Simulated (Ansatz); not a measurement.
**CH₅O₃Ta: how energies converge with the basis set**

How large a basis does CH₅O₃Ta need? Two functionals are run in growing sets.

Program: Ansatz 0.2.0, Gaussian basis. Level of theory: one geometry, several basis sets. These are calculated values, not measurements.

Plan: PBE0-D4/def2-SVP; ωB97M-V/def2-SVP; PBE0-D4/def2-QZVPP; ωB97M-V/def2-QZVPP; the functionals' def2-TZVPP values are taken from earlier runs.

2 further runs of the same task are left out: 2 for a known fault of the program.

### Step 1. The relaxed structure

An earlier PBE0-D4 in a triple-zeta def2 set relaxation fixed the geometry. Ta takes the def2 core potential; no spin-orbit term is included.

10 atoms, charge 0, spin multiplicity 1.

Atoms are counted from 1 here; the program's logs count them from 0.

Bond lengths: C1–Ta2 2.163 Å, C1–H6 1.094 Å, C1–H7 1.094 Å, C1–H8 1.095 Å, Ta2–O3 1.720 Å, Ta2–O4 1.905 Å, Ta2–O5 1.905 Å, O4–H9 0.957 Å, O5–H10 0.957 Å. Angles: Ta2–C1–H6 110.6°, Ta2–C1–H7 110.6°, Ta2–C1–H8 111.2°, H6–C1–H7 107.5°, H6–C1–H8 108.4°, H7–C1–H8 108.4°, C1–Ta2–O3 104.6°, C1–Ta2–O4 107.8°, C1–Ta2–O5 107.8°, O3–Ta2–O4 111.1°, O3–Ta2–O5 111.1°, O4–Ta2–O5 113.9°, Ta2–O4–H9 131.1°, Ta2–O5–H10 131.1°.

Geometry (Å):

```
C    -0.3100   -1.3607   -0.6932
Ta    0.2421    0.4531    0.3471
O     1.5465   -0.0111    1.3680
O    -1.2623    1.0186    1.3701
O     0.8087    1.7222   -0.9559
H    -0.6062   -2.1380    0.0178
H     0.5363   -1.7475   -1.2690
H    -1.1440   -1.1846   -1.3803
H    -1.3932    1.0790    2.3164
H     1.6651    2.1179   -1.1181
```

### Step 2. PBE0-D4 in def2-SVP

in.yaml reads:

```yaml
crystal:
  periodic: [false, false, false]
  atoms:
    - {symbol: C, position_ang: [-0.309989, -1.360707, -0.693157]}
    - {symbol: Ta, position_ang: [0.242124, 0.453081, 0.347132]}
    - {symbol: O, position_ang: [1.546543, -0.011114, 1.368034]}
    - {symbol: O, position_ang: [-1.262259, 1.018620, 1.370094]}
    - {symbol: O, position_ang: [0.808713, 1.722184, -0.955873]}
    - {symbol: H, position_ang: [-0.606178, -2.137978, 0.017822]}
    - {symbol: H, position_ang: [0.536290, -1.747544, -1.268986]}
    - {symbol: H, position_ang: [-1.144030, -1.184629, -1.380266]}
    - {symbol: H, position_ang: [-1.393209, 1.079032, 2.316377]}
    - {symbol: H, position_ang: [1.665096, 2.117854, -1.118076]}
basis:
  gaussian: {orbitals: def2-SVP}
hamiltonian: {xc: pbe0, dispersion: d4}
output: {orbitals: {seedname: orbitals}}
```

On the command line:

```
$ ansatz run in.yaml --threads 4 --pin off --events-out ev --progress --plain --max-ram 10444MiB
```

The runs that follow: ωB97M-V in def2-SVP; PBE0-D4 in def2-QZVPP; ωB97M-V in def2-QZVPP.

Q: Predict the results of all the runs planned. Wanted: PBE0-D4: double and triple zeta above quadruple; ωB97M-V: double and triple zeta above quadruple.

**Answer**, as computed:

```
                                       quantity           value
PBE0-D4: double and triple zeta above quadruple   9.81, 0.43 eV
ωB97M-V: double and triple zeta above quadruple  10.08, 0.41 eV
```

In words: For PBE0-D4 the step from double to triple zeta gains 9.38 eV and the next only 0.43 eV. These are total energies; as a rule much of such shifts cancels in differences, which this series doesn't test. The LUMO of ωB97M-V is positive and keeps falling with the basis (1.33 to 0.53 eV): an unbound level that the basis holds in place.
